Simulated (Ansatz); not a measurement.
# C2H5BOSi: a ladder of functionals and wavefunction methods

The task here is to estimate one member of a computed series from the others.

Program: Ansatz 0.2.0, Gaussian basis. Level of theory: functionals in def2-TZVPP, the program's frozen cores in correlated methods. These are calculated values, not measurements.

Levels to be run: LDA (SPW92), PBE-D4, revPBE-D4, BLYP-D4, r2SCAN-D4, B97M-V, PBE0-D4, B3LYP-D4, r2SCANh-D4, r2SCAN0-D4, HSE06-D4, BHLYP-D4, CAM-B3LYP-D4, LC-ωPBE, ωB97X-V, ωB97M-V, B2PLYP, PBE-QIDH; CCSD(T)/def2-SVP; CCSD(T)/def2-TZVPP; MP2/def2-QZVPP; extrapolation to the limit; RPA on PBE.

**Structure used throughout**

An earlier PBE0-D4 in a triple-zeta def2 set relaxation fixed the geometry.

10 atoms, charge 0, spin multiplicity 1.

Atoms are counted from 1 here; the program's logs count them from 0.

Bond lengths: O1–C2 1.143 Å, C2–B3 1.469 Å, B3–C4 1.623 Å, B3–Si5 2.019 Å, B3–H6 1.195 Å, C4–Si5 1.839 Å, C4–H7 1.085 Å, C4–H8 1.086 Å, Si5–H9 1.479 Å, Si5–H10 1.478 Å. Angles: O1–C2–B3 177.9°, C2–B3–C4 119.5°, C2–B3–Si5 101.9°, C2–B3–H6 114.3°, C4–B3–Si5 59.5°, C4–B3–H6 125.3°, Si5–B3–H6 118.6°, B3–C4–Si5 71.0°, B3–C4–H7 113.2°, B3–C4–H8 118.4°, Si5–C4–H7 118.9°, Si5–C4–H8 117.0°, H7–C4–H8 112.4°, B3–Si5–C4 49.5°, B3–Si5–H9 120.8°, B3–Si5–H10 117.9°, C4–Si5–H9 117.3°, C4–Si5–H10 120.9° and more.

Set-up of the first run:

in.yaml reads:

```yaml
crystal:
  periodic: [false, false, false]
  atoms:
    - {symbol: O, position_ang: [-0.019060, -0.355146, 2.794492]}
    - {symbol: C, position_ang: [0.162085, -0.554380, 1.683991]}
    - {symbol: B, position_ang: [0.432320, -0.772137, 0.256313]}
    - {symbol: C, position_ang: [-0.718423, -0.429561, -0.835952]}
    - {symbol: Si, position_ang: [0.250886, 1.094902, -0.489584]}
    - {symbol: H, position_ang: [1.435073, -1.382484, 0.034159]}
    - {symbol: H, position_ang: [-0.573888, -0.940024, -1.782282]}
    - {symbol: H, position_ang: [-1.755403, -0.438988, -0.514038]}
    - {symbol: H, position_ang: [-0.416236, 2.160694, 0.289006]}
    - {symbol: H, position_ang: [1.285847, 1.566026, -1.433206]}
basis:
  gaussian: {orbitals: def2-TZVPP}
hamiltonian: {xc: lda}
output: {orbitals: {seedname: orbitals}}
```

Command:

```
> ansatz run in.yaml --threads 2 --pin off --events-out ev --progress --plain --max-ram 4352MiB
```

Among the steps run: LDA; PBE-D4 (GGA); revPBE-D4 (GGA); BLYP-D4 (GGA); r2SCAN-D4 (meta-GGA); B97M-V (meta-GGA); PBE0-D4 (hybrid); B3LYP-D4 (hybrid); r2SCANh-D4 (hybrid); r2SCAN0-D4 (hybrid); HSE06-D4 (hybrid); BHLYP-D4 (hybrid); CAM-B3LYP-D4 (range-separated); LC-ωPBE (range-separated); ωB97X-V (range-separated); ωB97M-V (range-separated); B2PLYP (double hybrid); PBE-QIDH (double hybrid).

One table of the session follows, with a row left open; its other results are not shown here.

It belongs to the step «Orbital energies across the functionals». 

```
  functional  HOMO (eV)  gap (eV)
 LDA (SPW92)      -5.80      3.19
      PBE-D4      -5.64      3.25
   revPBE-D4      -5.58      3.28
     BLYP-D4          ?         ?
   r2SCAN-D4      -5.81      3.62
      B97M-V      -5.85      3.71
     PBE0-D4      -6.59      5.24
    B3LYP-D4      -6.40      4.80
  r2SCANh-D4      -6.17      4.36
  r2SCAN0-D4      -6.71      5.48
    HSE06-D4      -6.20      4.47
    BHLYP-D4      -7.40      7.20
CAM-B3LYP-D4      -7.75      7.57
     LC-ωPBE      -8.95      9.96
     ωB97X-V      -8.65      9.58
     ωB97M-V      -8.53      9.33
```

**Question.** Estimate the row for BLYP-D4.

Worked estimate for «HOMO (eV)». Against the share of exact exchange, B3LYP-D4 (0.2, -6.40), BHLYP-D4 (0.5, -7.40) give a slope of -3.33 per unit share; at 0 the line stands at -5.73.

**Answer.** HOMO (eV): -5.47; gap (eV): 3.21. In «HOMO (eV)» the line misses by -0.26.
